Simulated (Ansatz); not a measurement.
# Ni (Fm-3m): equation of state

An exercise on one series of results from a longer session: the logs are not shown, and one member is left open.

Program: Ansatz 0.2.0. Level of theory: DFT LDA, scalar-relativistic, plane waves, PAW. These are calculated values, not measurements.

**The system as given**

The structure is cubic, space group Fm-3m (No. 225). Conventional cell: a = 3.425 Å, b = 3.425 Å, c = 3.425 Å, α = 90.00°, β = 90.00°, γ = 90.00°. Ni (site symmetry m-3m) is surrounded by 12 Ni at 2.42 Å.

Coordinates:

```cif
data_structure
_symmetry_space_group_name_H-M 'Fm-3m'
_symmetry_Int_Tables_number 225
_cell_length_a 3.4246
_cell_length_b 3.4246
_cell_length_c 3.4246
_cell_angle_alpha 90.000
_cell_angle_beta 90.000
_cell_angle_gamma 90.000
_cell_volume 40.16
loop_
_atom_site_label
_atom_site_type_symbol
_atom_site_symmetry_multiplicity
_atom_site_Wyckoff_symbol
_atom_site_fract_x
_atom_site_fract_y
_atom_site_fract_z
_atom_site_occupancy
Ni1 Ni 4 a 0.00000 0.00000 0.00000 1
```

An earlier run at LDA left this cell at 10.041 Å³/atom and -0.07 GPa (22×22×22 mesh).

Volume factors to run: 0.980, 1.020, 0.960, 1.040.

Set-up of the first run:

input.yaml reads:

```yaml
crystal:
  lattice:
    - [0.0, 1.7008304603, 1.7008304603]
    - [1.7008304603, 0.0, 1.7008304603]
    - [1.7008304603, 1.7008304603, 0.0]
  atoms:
    - { symbol: Ni, position: [0.0, 0.0, 0.0], spin: 0.72 }
basis:
  ecutwfc: 420
  ecutrho_ratio: 4
kpoints:
  mp_grid: { grid: [22, 22, 22] }
hamiltonian:
  xc: lda
scf:
  occupations: { method: gaussian, width: 0.05 }
output:
  forces: true
  stress: true
  eigenvalues: true
  populations: true
magnetization:
  spin_polarized: true
```

Launch:

```
> ansatz run input.yaml --threads 1 --pin off --max-ram 2560MiB --backend cpu --events-out ev --progress --plain --runs-dir out
```

Among the steps run: At 0.980 of the relaxed volume; Volume × 1.020; At 0.960 of the relaxed volume; Scaling the volume by 1.040.

One of the session's tables, all rows but one given; the rest of the session is left out.

It belongs to the step «The fit». 

```
volume (Å³/atom)  energy (meV/atom)  pressure (GPa)  moment of atom 1 (μB)
           9.640              13.72           11.27                   0.63
           9.840               3.28            5.31                   0.65
          10.041               0.00           -0.07                   0.66
          10.242                  ?               ?                      ?
          10.443              12.00           -9.17                   0.67
```

Q: Estimate the row for volume (Å³/atom) = 10.242 from the others.

Worked estimate for «energy (meV/atom)». A straight line through the neighbours (10.041, 0.00) and (10.443, 12.00) gives 0.00 + (12.00 − 0.00) × (10.242 − 10.041) / (10.443 − 10.041) = 6.00; a parabola fitted to 3 rows on both sides gives 2.91.

As computed: energy (meV/atom): 3.14; pressure (GPa): -4.88; moment of atom 1 (μB): 0.66. In «energy (meV/atom)» the line misses by +2.86 and the parabola by -0.23.

Caveats from the session: Warnings in the runs' records: stability check not made.
